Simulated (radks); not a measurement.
**Ba²⁺ in [Xe]: an all-electron calculation**

The task here is to estimate one member of a computed series from the others.

The numbers are computed with radks (a radial shooting solver on a logarithmic mesh, Libxc functionals) version 1 (Dirac Kohn-Sham, PW91, spin-unpolarised, spherical densities, point nucleus), except any that are marked as measured or tabulated.

**What is computed**

| Quantity | Value |
| --- | --- |
| element | barium (Z = 56) |
| charge | +2 |
| electrons | 54 |
| configuration | [Xe] |

Outer shells as boxes (Hund's rule):

Ba²⁺
```
[Kr] core
4d [↑↓][↑↓][↑↓][↑↓][↑↓]
5s [↑↓]
5p [↑↓][↑↓][↑↓]
```

The first run:

The run's settings:

```text
Z 56
configuration [Xe]
relativity Dirac
functional pw91,pw91
spin unpolarised
j_filling average
nucleus point
c 137.035999084
```

Command:

```sh
$ python run_ks.py task.json out
```

This one command runs every case of the session in turn.

One table of the session follows, with a row left open; its other results are not shown here.

It belongs to the step «Shells». Sizes of the orbitals, from the radial functions (bohr):

```
level      <r>  outermost maximum (interpolated)  90 % within  nodes
1s1/2  0.02558                            0.0164       0.0461      0
2s1/2   0.1093                            0.0930        0.170      1
2p1/2  0.09192                            0.0711        0.151      0
2p3/2  0.09792                            0.0761        0.159      0
3s1/2   0.2916                             0.267        0.429      2
3p1/2   0.2815                             0.253        0.423      1
3p3/2   0.2934                             0.264        0.440      1
3d3/2   0.2644                             0.213        0.415      0
3d5/2   0.2681                             0.216        0.420      0
4s1/2   0.6738                             0.625        0.969      3
4p1/2   0.6968                             0.637         1.02      2
4p3/2   0.7240                             0.661         1.05      2
4d3/2   0.7945                             0.691         1.20      1
4d5/2   0.8045                             0.699         1.21      1
5s1/2    1.632                              1.47         2.35      4
5p1/2    1.841                              1.62         2.68      3
5p3/2        ?                                 ?            ?      ?
```

Q: Estimate the row for 5p3/2 from the others.

**Answer.** <r>: 1.920; outermost maximum (interpolated): 1.69; 90 % within: 2.80; nodes: 3. In the column «<r>» it is the highest.
